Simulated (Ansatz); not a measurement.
# LiAs (triplet): from Hartree-Fock to the top rungs at distance As1–Li2 = 6.403 Å, cc-pVDZ

How much of the correlation energy of LiAs (triplet) does each wave-function method recover here?

The runs use Ansatz 0.2.0, Gaussian basis; cc-pVDZ, core rule «outside noble gas», up to 15 orbitals frozen.

Plan: UHF; CCSD(T) on ROHF; CCSD(T) on UHF; BCCD(T) on ROHF; CCSDT(Q) on UHF; Full CI.

70 further runs of the same task are left out: 47 for a known fault of the program, 1 for a mislabelled method, 18 that didn't finish, 4 set aside as unsound or not needed.

### Step 1. What is computed

The geometry derives from a PBE0/def2-TZVP stationary point (not a proven minimum). One bond is set to the value named and the two fragments are kept rigid. No spin-orbit coupling is included. The filled d shell of As may be among the frozen orbitals whatever the setting's name suggests; the logs give the count.

2 atoms, charge 0, spin multiplicity 3.

Atoms are counted from 1 here; the program's logs count them from 0.

No contacts short enough for the rule that draws bonds.

### Step 2. UHF

Input file in.yaml:

```yaml
crystal:
  periodic: [false, false, false]
  atoms:
    - {symbol: As, position_ang: [0.000000, 0.000000, 0.000000]}
    - {symbol: Li, position_ang: [0.000000, 0.000000, 6.403000]}
basis:
  gaussian: {orbitals: cc-pVDZ}
magnetization: {spin_polarized: true, initial_magnetization: 2}
hamiltonian: {xc: hf}
output: {orbitals: {seedname: orbitals}}
```

Run with:

```bash
> ansatz run in.yaml --threads 1 --pin off --events-out ev --progress --plain --max-ram 2393MiB
```

After this run come: CCSD(T) on ROHF; CCSD(T) on UHF; BCCD(T) on ROHF; CCSDT(Q) on UHF; Full CI.

Q: Predict the results of all the runs planned. Wanted: FCI below the RHF energy; RMP2 from FCI; UMP2 from FCI; RCCSD from FCI; RCCSD(T) from FCI; UCCSD(T) from FCI; UCCSDT(Q) from FCI; T1 diagnostic; effectively unpaired electrons.

As calculated:

| quantity | value |
| --- | --- |
| FCI below the RHF energy | -4.3537 eV |
| RMP2 from FCI | +1789.6 meV |
| UMP2 from FCI | +413.9 meV |
| RCCSD from FCI | +32.4 meV |
| RCCSD(T) from FCI | -0.9 meV |
| UCCSD(T) from FCI | -8.7 meV |
| UCCSDT(Q) from FCI | -15.4 meV |
| levels within 1 kcal/mol (43 meV) | RCCSD, UCCSD, RCCSD(T), UCCSD(T), BCCD(T), UCCSDT, UCCSDT(Q) |
| T1 diagnostic | 0.463 |
| effectively unpaired electrons | 4.00 |

RCCSD(T) misses by -0.9 meV, 0.0 % of the correlation energy. UCCSD(T), UCCSDT, UCCSDT(Q) fall below full CI: unrestricted runs freeze a spin-polarised core, another one than full CI's, and coupled cluster isn't variational. With 4.0 effectively unpaired electrons against 2 the state is strongly multireference. Coupled cluster on one determinant still stays close here. Coupled cluster took another determinant than the lowest Hartree-Fock one. These misses are within one basis, not against nature; the frozen cores of restricted and unrestricted runs differ, which can shift their rows.
